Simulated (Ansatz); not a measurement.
Runs of Ansatz 0.2.0 on Mg6TiCu. It takes space group Amm2 (No. 38, orthorhombic). Conventional cell: a = 4.854 Å, b = 6.145 Å, c = 10.812 Å, α = 90.00°, β = 90.00°, γ = 90.00°. Cu (site symmetry mm2) has 2 Ti at 2.85 Å and 8 Mg at 2.90 to 3.08 Å as nearest neighbours. Ti (site symmetry mm2) has 2 Cu at 2.85 Å and 10 Mg at 2.99 to 3.23 Å as nearest neighbours. Around Mg (site symmetry mm2) lie 10 Mg at 3.02 to 3.15 Å and 2 Ti at 3.08 Å. Mg (site symmetry m) has 8 Mg at 2.96 to 3.19 Å and 2 Ti at 2.99 to 3.23 Å and 2 Cu at 3.05 Å as nearest neighbours. Mg (site symmetry mm2) has 10 Mg at 3.02 to 3.13 Å and 2 Cu at 3.08 Å as nearest neighbours. Mg (site symmetry m) is surrounded by 2 Cu at 2.90 to 3.32 Å and 8 Mg at 2.98 to 3.17 Å and 2 Ti at 3.01 Å. The cell comes from a database or a generator and needn't be the stable form of this composition.

| task | level | cell | k mesh | cutoff (eV) | smearing | points for each segment of the path | gap on the mesh (eV) | pressure (GPa) | largest force (eV/Å) |
| --- | --- | --- | --- | --- | --- | --- | --- | --- | --- |
| band structure | PBE+D3(BJ) | another cell of the same crystal, with 8 atoms | 5 × 5 × 6 | 420 | methfessel-paxton 0.2 eV | 10 | none | -3.0 | 0.13 |
| atomic charges | r2SCAN+rVV10 | as given | 6 × 5 × 5 | 500 | gaussian 0.01 eV | - | none | -1.5 | (a) |
| single point | LDA | another cell of the same crystal, with 8 atoms | 5 × 5 × 6 | 420 | gaussian 0.02 eV | - | none | -3.7 | 0.26 |
| single point | LDA | as given | 6 × 5 × 5 | 420 | gaussian 0.02 eV | - | none | -3.7 | 0.26 |

Alike in all rows: potentials or basis Ansatz PAW; no spin polarisation.

Q: Fill in the values left out.

A: (a) 0.23.

Caveats: the PAW data sets come from PBE, with cores solved anew for the run's functional, which leaves a small shift of forces and pressure (some runs); pairwise dispersion overbinds metals, which lowers pressure and volume (some runs).

A gap of «none» marks a metal or a gap under the smearing width.
